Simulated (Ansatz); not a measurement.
## Na (distorted cell): a check of forces and pressure against finite differences

Computed with Ansatz 0.2.0, Python API.

`fdcheck_na.py`
```python
# -*- coding: utf-8 -*-
"""Forces and pressure of Na against finite differences of the energy with displaced atoms."""

import ansatz as az
import numpy as np

config = {
    "xc": "lda",
    "width_ev": 0.1,
    "cutoff": 540,
    "kgrid": (6, 7, 7),
    "scf_tol": 1e-09,
}

vectors0 = np.array([
    [-1.91288, 1.90322, 2.75982],
    [1.77254, -1.89998, 2.65701],
    [1.98791, 1.975, -2.7575],
])
sites = [
    ("Na", (0.0, 0.0, 0.0)),
]


def build(cell):
    crystal = az.Crystal(lattice=az.Lattice.of(cell))
    for symbol, position in sites:
        crystal = crystal.atom(symbol, position)
    return crystal

def solve(crystal):
    return (
        crystal.calculation()
        .functional(config["xc"])
        .occupations(az.OccupationsMethod.FERMI_DIRAC, width=config["width_ev"])
        .basis(config["cutoff"], xc_grid=2)
        .kpoints(*config["kgrid"])
        .scf(tolerance=config["scf_tol"])
        .forces()
        .stress()
        .run(threads=1)
    ).report


centre = solve(build(vectors0))
start = build(vectors0)
# central difference: F = -(E(+h) - E(-h)) / 2h
# P = -dF/dV; the difference feels the change of the plane-wave count with the cell
volume = abs(np.linalg.det(vectors0))
larger, smaller = (solve(build(vectors0 * (1 + sign * 0.005) ** (1 / 3)))["lagrangian_ev"] for sign in (1, -1))
numerical = -(larger - smaller) / (0.01 * volume) * 160.21766
print(f"pressure: analytic {np.trace(centre['stress_gpa']) / 3:.3f}, numerical {numerical:.3f} GPa")
```

```console
$ python fdcheck_na.py
DeckWarning: output.stress: scf.convergence.dr2_threshold = 1e-9 eV is looser than the 1e-10 eV advised for a printed stress (1e-10 eV for each atom of the cell: 1). What an SCF threshold leaves in a [...]
pressure: analytic -1.115, numerical -1.115 GPa
```
(Warnings from the package without file and line, shortened.)

For a metal this k-point mesh is coarse: on a finer one energies can move by several to tens of meV an atom and pressures by half a GPa or more, differences at one mesh by less. Pressure is positive in compression. The cell is a database structure, distorted on purpose. The central difference errs as the square of the step, so the shorter step is the fairer test; what remains comes from the finite grid and the SCF threshold. Finished in 7.9 s on 1 thread of Arm Neoverse V2, with other jobs on the host, peak memory 0.42 GiB.
